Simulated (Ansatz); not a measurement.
# CHClFGeN (SMILES N#[C][GeH]([F])[Cl]): CCSD(T)/cc-pVDZ

Aim: the vertical singlet–triplet gap of CHClFGeN at CCSD(T)/cc-pVDZ, from 2 runs. 

The calculation is run with Ansatz 0.2.0.

154 further runs of the same task are left out: 1 that didn't finish, 153 set aside as unsound or not needed.

## 1. The molecule

CHClFGeN: 6 atoms, total charge 0, spin state singlet. As SMILES, `N#[C][GeH]([F])[Cl]`. The coordinates come from a PBE0-D4/def2-TZVP relaxation.

Bond lengths: N1–C2 1.151 Å, C2–Ge3 1.913 Å, Ge3–F4 1.718 Å, Ge3–Cl5 2.113 Å, Ge3–H6 1.520 Å. Angles: N1–C2–Ge3 178.0°, C2–Ge3–F4 105.5°, C2–Ge3–Cl5 108.2°, F4–Ge3–Cl5 107.8°, C2–Ge3–H6 113.0°, F4–Ge3–H6 109.5°, Cl5–Ge3–H6 112.5°.

## 2. The energy at CCSD(T)/cc-pVDZ

in.yaml reads:

```yaml
crystal:
  periodic: [false, false, false]
  atoms:
    - {symbol: "N", position_ang: [-1.036900, -2.307000, 0.030700]}
    - {symbol: C, position_ang: [-0.544000, -1.267300, 0.040100]}
    - {symbol: Ge, position_ang: [0.237100, 0.477900, 0.107700]}
    - {symbol: F, position_ang: [1.896000, 0.253800, -0.276600]}
    - {symbol: Cl, position_ang: [-0.627600, 1.648100, -1.423900]}
    - {symbol: H, position_ang: [0.117300, 1.130400, 1.475800]}
basis:
  gaussian:
    orbitals: cc-pVDZ
correlation:
  method: ccsd_t
  frozen_orbitals: {C: 1, Cl: 5, F: 1, Ge: 9, H: 0, "N": 1}
accuracy: high
scf:
  omitted_lower_state_checks: [cluster_reference, increment]
```

Command:

```
$ ansatz run in.yaml --threads 1 --pin off --max-ram 3480MiB --events-out events.jsonl --progress --plain --runs-dir runs
```

Log (excerpt; [...] marks lines left out):

```text
Warning: RAYON_NUM_THREADS=1 ignored (pool sized by the plan → 1); use --threads N
Functional definition: HF
  name "HF"
[...]
2015 factors; integrals over basis functions are off by at most 4.4e-9 eV
[...]
mean field -74212.50591306 eV, -2727.2592892618 hartree, gradient 1.7e-8 eV, S^2 0.000000; 0 other end points of the search recorded, 0 dependent functions left out
17 core orbitals not correlated: weight in the atoms' cores, before any rotation towards them, 1.000 or more for the frozen orbitals, at most 0.000 for the correlated occupied ones
reference -74212.50591306 eV, -2727.2592892618 hartree; 19, 19 occupied and 56, 56 virtual orbitals, 2015 factors
second order -19.15320418 eV of doubles, -0.00000000 eV of singles
cycle   1  -19.13642620 eV  change    1.7e-2 eV  update   1.1e-1
[...]
cycle  21  -19.80873889 eV  change  -6.9e-10 eV  update   1.9e-9
perturbative correction -0.61387856 eV, -0.0225596210 hartree
Total energy: -74232.92853051 eV, -2728.0098066102 hartree
Checks for a lower state left out: cluster_reference, increment
```

Run time: 38 s. Hardware: 1 thread of Arm Neoverse V1, shared host; peak memory 0.52 GiB.

## 3. The triplet at the same level

run.yaml reads:

```yaml
crystal:
  periodic: [false, false, false]
  atoms:
    - symbol: N
      position_ang: [-1.036900, -2.307000, 0.030700]
    - symbol: C
      position_ang: [-0.544000, -1.267300, 0.040100]
    - symbol: Ge
      position_ang: [0.237100, 0.477900, 0.107700]
    - symbol: F
      position_ang: [1.896000, 0.253800, -0.276600]
    - symbol: Cl
      position_ang: [-0.627600, 1.648100, -1.423900]
    - symbol: H
      position_ang: [0.117300, 1.130400, 1.475800]
basis:
  gaussian:
    orbitals: cc-pVDZ
accuracy: high
correlation:
  method: ccsd_t
  frozen_orbitals: {C: 1, Cl: 5, F: 1, Ge: 9, H: 0, "N": 1}
magnetization:
  spin_polarized: true
  initial_magnetization: 2
scf:
  omitted_lower_state_checks: [cluster_reference, increment]
```

Command:

```
$ ansatz run run.yaml --threads 1 --pin off --max-ram 3480MiB --events-out events.jsonl --progress --plain --runs-dir runs
```

Log (excerpt; [...] marks lines left out):

```text
Warning: RAYON_NUM_THREADS=1 ignored (pool sized by the plan → 1); use --threads N
[... 2 set-up lines as earlier in the session ...]
[...]
2015 factors; integrals over basis functions are off by at most 4.4e-9 eV
[...]
mean field -74207.43882884 eV, -2727.0730773512 hartree, gradient 2.1e-8 eV, S^2 2.014325; 6 other end points of the search recorded, 0 dependent functions left out
17 core orbitals not correlated: weight in the atoms' cores, before any rotation towards them, 1.000 or more for the frozen orbitals, at most 0.000 for the correlated occupied ones
reference -74207.43882884 eV, -2727.0730773512 hartree; 20, 18 occupied and 55, 57 virtual orbitals, 2015 factors
second order -17.23899434 eV of doubles, -0.00000000 eV of singles
cycle   1  -17.88492562 eV  change   -6.5e-1 eV  update   1.0e-1
[...]
cycle  55  -18.52647324 eV  change  -8.0e-10 eV  update   4.0e-9
perturbative correction -0.53341931 eV, -0.0196027981 hartree
Total energy: -74226.49872139 eV, -2727.7735154830 hartree
Checks for a lower state left out: cluster_reference, increment
```

Run time: 4.7 min. Hardware: 1 thread of Arm Neoverse V1, shared host; peak memory 1 GiB.

## 4. What came out

At CCSD(T)/cc-pVDZ, 17 core orbitals frozen:

| quantity | value |
| --- | --- |
| singlet: total energy | -2728.00981 Eh |
| singlet: correlation energy (17 core orbitals frozen) | -750.5 mEh |
| singlet: (T) correction | -22.56 mEh |
| singlet: T1 diagnostic | 0.011 |
| triplet: total energy | -2727.77352 Eh |
| triplet: correlation energy (17 core orbitals frozen) | -700.4 mEh |
| triplet: (T) correction | -19.60 mEh |
| triplet: ⟨S²⟩ of the reference determinant | 2.014 |
| triplet: T1 diagnostic | 0.013 |
| vertical energy of the triplet above the singlet | 6.430 eV |

At this shape the triplet lies 6.43 eV (148 kcal/mol) above the singlet. The triples (singlet) make up 3.0 % of the correlation energy. The triples (triplet) make up 2.8 % of the correlation energy.
